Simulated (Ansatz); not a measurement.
# Na2F: the cost of one run

Computed with Ansatz 0.2.0 (DFT PBE, scalar-relativistic, plane waves, PAW, unless a step's input says otherwise).

4 further runs of the same task are left out: 4 set aside as unsound or not needed.

### Step 1. The system as given

It takes space group I4/mmm (No. 139, tetragonal). Conventional cell: a = 4.058 Å, b = 4.058 Å, c = 6.656 Å, α = 90.00°, β = 90.00°, γ = 90.00°. Na (site symmetry 4mm) is surrounded by 1 Na at 1.24 Å. Around F (site symmetry 4/mmm) lie 10 Na at 2.71 to 2.94 Å.

Structure file:

```cif
data_structure
_symmetry_space_group_name_H-M 'I4/mmm'
_symmetry_Int_Tables_number 139
_cell_length_a 4.0582
_cell_length_b 4.0582
_cell_length_c 6.6558
_cell_angle_alpha 90.000
_cell_angle_beta 90.000
_cell_angle_gamma 90.000
_cell_volume 109.61
loop_
_atom_site_label
_atom_site_type_symbol
_atom_site_symmetry_multiplicity
_atom_site_Wyckoff_symbol
_atom_site_fract_x
_atom_site_fract_y
_atom_site_fract_z
_atom_site_occupancy
Na1 Na 4 e 0.50000 0.50000 0.09300 1
F1 F 2 a 0.00000 0.00000 0.00000 1
```

This is candidate A: anti-CaC2 type (I4/mmm, No. 139).

(A quick probe on a coarse mesh, which set the mesh and smearing, is not shown.)

### Step 3. A loose first relaxation (candidate A)

input.yaml

```yaml
crystal:
  lattice:
    - [-2.0290832394, 2.0290832394, 3.3279051587]
    - [2.0290832394, -2.0290832394, 3.3279051587]
    - [2.0290832394, 2.0290832394, -3.3279051587]
  atoms:
    - { symbol: Na, position: [0.593, 0.593, 0.0] }
    - { symbol: Na, position: [0.407, 0.407, 0.0] }
    - { symbol: F, position: [0.0, 0.0, 0.0] }
basis:
  ecutwfc: 420
kpoints:
  mp_grid: { grid: [6, 6, 6] }
hamiltonian:
  xc: pbe
scf:
  occupations: { method: gaussian, width: 0.1 }
  lower_state_search: "off"
output:
  forces: true
  stress: true
  eigenvalues: true
relax:
  adjacent_minimum: "off"
  f_tol: 0.04
  max_steps: 70
  cell: { stress_tol: 0.4 }
```

Run with:

```bash
$ ansatz run input.yaml --threads 1 --pin off --max-ram 2560MiB --backend cpu --events-out ev --progress --plain --runs-dir out
```

What time and memory should one allow on 1 thread of Intel Xeon Platinum 8488C (Sapphire Rapids), shared host?

About 49 s, with a peak of 0.41 GiB.
